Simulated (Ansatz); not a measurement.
# Alloy of AgGaS2 and AgInS2 (3 of 16 Ga sites exchanged), 64 atoms

Wanted: the relaxed alloy cell and its gap (PBEsol, HSE06 and r²SCAN).

Method: density functional theory in Ansatz 0.2.0, PAW datasets, plane waves.

### Step 1. The system as built

64 atoms (16 Ag, 13 Ga, 3 In, 32 S); a = 11.362 Å, b = 11.362 Å, c = 10.654 Å, α = 90.00°, β = 90.00°, γ = 90.00°. All atoms were shaken off their sites by about 0.02 Å along each axis.

The runs, in order: (2) PBEsol cell relaxation at the single k point (¼, ¼, ¼), on 1 × NVIDIA GB200 with 8 threads of Arm Neoverse-V2; (3) HSE06 single point at the Γ point alone, on 1 × NVIDIA GB200 with 8 threads of Arm Neoverse-V2; (4) r²SCAN single point at the Γ point alone, on 1 × NVIDIA GB200 with 8 threads of Arm Neoverse-V2.

### Step 2. PBEsol relaxation of the cell and the positions

Input file in.yaml:

```yaml
crystal:
  lattice:
    - [11.361612, -0.000029, -0.000046]
    - [-0.000029, 11.361612, -0.000046]
    - [-0.000042, -0.000042, 10.653622]
  atoms:
    - { symbol: Ag, position: [0.001344, 0.998296, 0.999862] }
    - { symbol: Ag, position: [0.998814, 0.500230, 0.998940] }
    - { symbol: Ag, position: [0.499521, 0.998816, 0.997643] }
    - { symbol: Ag, position: [0.497978, 0.496688, 0.999679] }
    - { symbol: Ag, position: [0.002159, 0.250808, 0.250750] }
    - { symbol: Ag, position: [0.000918, 0.749812, 0.252139] }
    - { symbol: Ag, position: [0.497606, 0.250236, 0.252395] }
    - { symbol: Ag, position: [0.501420, 0.748316, 0.249758] }
    - { symbol: Ag, position: [0.249171, 0.999087, 0.749078] }
    - { symbol: Ag, position: [0.250203, 0.497888, 0.747865] }
    - { symbol: Ag, position: [0.750893, 0.001899, 0.754952] }
    - { symbol: Ag, position: [0.747340, 0.498242, 0.750350] }
    - { symbol: Ag, position: [0.248785, 0.248195, 0.496627] }
    - { symbol: Ag, position: [0.252598, 0.749167, 0.499246] }
    - { symbol: Ag, position: [0.750093, 0.248815, 0.500148] }
    - { symbol: Ag, position: [0.749366, 0.750592, 0.498879] }
    - { symbol: Ga, position: [0.000989, 0.997601, 0.503265] }
    - { symbol: Ga, position: [0.001055, 0.502260, 0.500604] }
    - { symbol: Ga, position: [0.499484, 0.997325, 0.499721] }
    - { symbol: Ga, position: [0.248964, 0.998619, 0.248723] }
    - { symbol: Ga, position: [0.248212, 0.501676, 0.248830] }
    - { symbol: Ga, position: [0.250377, 0.249837, 0.998236] }
    - { symbol: Ga, position: [0.252703, 0.750752, 0.999381] }
    - { symbol: Ga, position: [0.749490, 0.250353, 0.999789] }
    - { symbol: Ga, position: [0.751264, 0.750768, 0.001388] }
    - { symbol: Ga, position: [0.999885, 0.250448, 0.749461] }
    - { symbol: Ga, position: [0.000644, 0.748735, 0.751338] }
    - { symbol: Ga, position: [0.500414, 0.251073, 0.750974] }
    - { symbol: Ga, position: [0.504295, 0.747939, 0.749238] }
    - { symbol: In, position: [0.497062, 0.501109, 0.497342] }
    - { symbol: In, position: [0.747603, 0.003439, 0.245711] }
    - { symbol: In, position: [0.750003, 0.496009, 0.249577] }
    - { symbol: S, position: [0.139069, 0.125141, 0.125605] }
    - { symbol: S, position: [0.138401, 0.624689, 0.128386] }
    - { symbol: S, position: [0.641493, 0.128598, 0.127059] }
    - { symbol: S, position: [0.638819, 0.623447, 0.124928] }
    - { symbol: S, position: [0.108888, 0.124803, 0.624810] }
    - { symbol: S, position: [0.110014, 0.626254, 0.624028] }
    - { symbol: S, position: [0.608773, 0.125100, 0.623757] }
    - { symbol: S, position: [0.612059, 0.627169, 0.626614] }
    - { symbol: S, position: [0.360510, 0.375610, 0.125122] }
    - { symbol: S, position: [0.361605, 0.874532, 0.123195] }
    - { symbol: S, position: [0.858506, 0.374435, 0.125235] }
    - { symbol: S, position: [0.857975, 0.875572, 0.124629] }
    - { symbol: S, position: [0.374399, 0.111781, 0.372868] }
    - { symbol: S, position: [0.377667, 0.612279, 0.376746] }
    - { symbol: S, position: [0.877119, 0.107985, 0.371282] }
    - { symbol: S, position: [0.877137, 0.614304, 0.376693] }
    - { symbol: S, position: [0.121534, 0.390284, 0.372599] }
    - { symbol: S, position: [0.122193, 0.885362, 0.375033] }
    - { symbol: S, position: [0.626515, 0.387425, 0.374962] }
    - { symbol: S, position: [0.627119, 0.889600, 0.373582] }
    - { symbol: S, position: [0.125348, 0.360182, 0.879648] }
    - { symbol: S, position: [0.128153, 0.863025, 0.875949] }
    - { symbol: S, position: [0.624333, 0.364068, 0.876570] }
    - { symbol: S, position: [0.625249, 0.861585, 0.876391] }
    - { symbol: S, position: [0.390978, 0.375890, 0.623840] }
    - { symbol: S, position: [0.388511, 0.878665, 0.622804] }
    - { symbol: S, position: [0.889449, 0.372545, 0.628269] }
    - { symbol: S, position: [0.890398, 0.877444, 0.624756] }
    - { symbol: S, position: [0.374505, 0.139668, 0.874588] }
    - { symbol: S, position: [0.374988, 0.636139, 0.873290] }
    - { symbol: S, position: [0.871755, 0.141696, 0.875304] }
    - { symbol: S, position: [0.876497, 0.635606, 0.877592] }
  symmetry: { detect: false }
kpoints:
  mp_grid: { grid: [1, 1, 1], shift: [0.25, 0.25, 0.25] }
hamiltonian:
  xc: pbesol
scf:
  occupations: { method: fermi_dirac, width: 0.01 }
relax:
  f_tol: 0.03
  max_steps: 80
  escape_saddle: false
  adjacent_minimum: "off"
  cell: { fix: [alpha, beta, gamma] }
output:
  forces: true
  eigenvalues: true
  populations: true
```

Started as:

```sh
$ ansatz run in.yaml --threads 8 --pin off --max-ram 118750MiB --runs-dir r --events-out ev --progress --plain --backend cuda --devices 0, --max-vram 170GiB
```

The runs that follow: HSE06 single point; r²SCAN on the same atoms.

What does the calculation give? Wanted: for each run, top filled to lowest empty.

**Answer**, as computed:

| level | time | k points | top filled to lowest empty (eV) |
| --- | --- | --- | --- |
| PBEsol, relaxation | 6.4 s (GPU) | (¼, ¼, ¼) | 1.74 |
| HSE06 | 24 s (GPU) | Γ | 2.03 |
| r²SCAN | 4.2 s (GPU) | Γ | 1.33 |

| quantity | value |
| --- | --- |
| relaxation | 6 recorded steps, 2.18 eV gained |
| largest shift | 0.23 Å (S43) |
| relaxed cell | a = 11.344 Å, b = 11.359 Å, c = 10.662 Å, α = 90.00°, β = 90.00°, γ = 90.00° |
| mean bonds | Ag–S 2.503, Ga–S 2.292, In–S 2.465 Å |

**In words.** The relaxation lowers the energy by 2.18 eV; the largest shift is 0.23 Å (S43), while the volume changes by -0.1 %. The mean lengths of the listed bonds run from Ga–S 2.29 Å to Ag–S 2.50 Å. At the same k points, r²SCAN gives a spacing 0.70 eV smaller than the 2.03 eV of HSE06. Rows on different k points differ by sampling as well as by level. The price of HSE06 is about 5.7 times the time of r²SCAN here. With one k point the spacing samples only the states that fold onto it, so it can exceed the gap over the zone.
